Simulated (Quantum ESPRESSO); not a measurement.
**CsLiCr2Te2S3 in Quantum ESPRESSO: the effect of Hubbard term**

CsLiCr2Te2S3:

```xyz
9
Lattice="6.1079 -0.0189 0.0058 -2.2882 5.9315 0.0033 -1.3846 -2.1940 7.5626" Properties=species:S:1:pos:R:3 pbc="T T T"
Cs   -1.2214   -1.5781    7.5175
Li    1.3578    2.1786    4.3464
Cr   -1.4737    1.7002    4.3877
Cr    1.8244   -1.0105    4.0654
Te    1.1800    3.9224    2.1382
Te   -1.8529    3.2545    2.2636
S     2.9223    0.6352    5.3580
S    -0.5181    3.2438    5.6675
S    -0.0026    0.2938    3.6808
```

The cell was built by a generator and needn't be a form met in nature.

Alike in all runs:

```yaml
Program: Quantum ESPRESSO 7.5
Task: single point
Functional: PBE
Potentials_or_basis: SSSP 1.3 efficiency PBE
Cutoff: 748 eV
Density_cutoff: 5987 eV
k_mesh: 3 × 3 × 2
Occupations: fermi-dirac, width 0.05 eV
Spin: collinear spin, ferromagnetic start
Starting_moments: "[0.0, 0.0, 3.0, 3.0, 0.0, 0.0, 0.0, 0.0, 0.0] μB"
Mixing_beta: 0.3
Most_SCF_iterations: 120
SCF_threshold: 1.8e-09 Ry
```

```csv
Hubbard term,gap on the mesh (eV),pressure (GPa),largest force (eV/Å)
Cr d U = 2 eV,?,?,?
Cr d U = 4 eV,0.43,2.5,0.91
Cr d U = 6 eV,0.43,3.6,1.23
```

**Question.** What does the run with Hubbard term Cr d U = 2 eV give?

**Answer.** gap on the mesh 0.32 eV; pressure 1.3 GPa; largest force 0.58 eV/Å.

Caveats: spin-orbit coupling is left out, which moves the levels of the heavy elements; an odd mesh through Γ misses points on the zone boundary, where band edges often lie; only a ferromagnetic start was run, and an antiferromagnetic order may lie lower in energy; forces of over 1 eV/Å show positions far from the minimum, so gaps and moduli don't describe the material at rest (some runs).
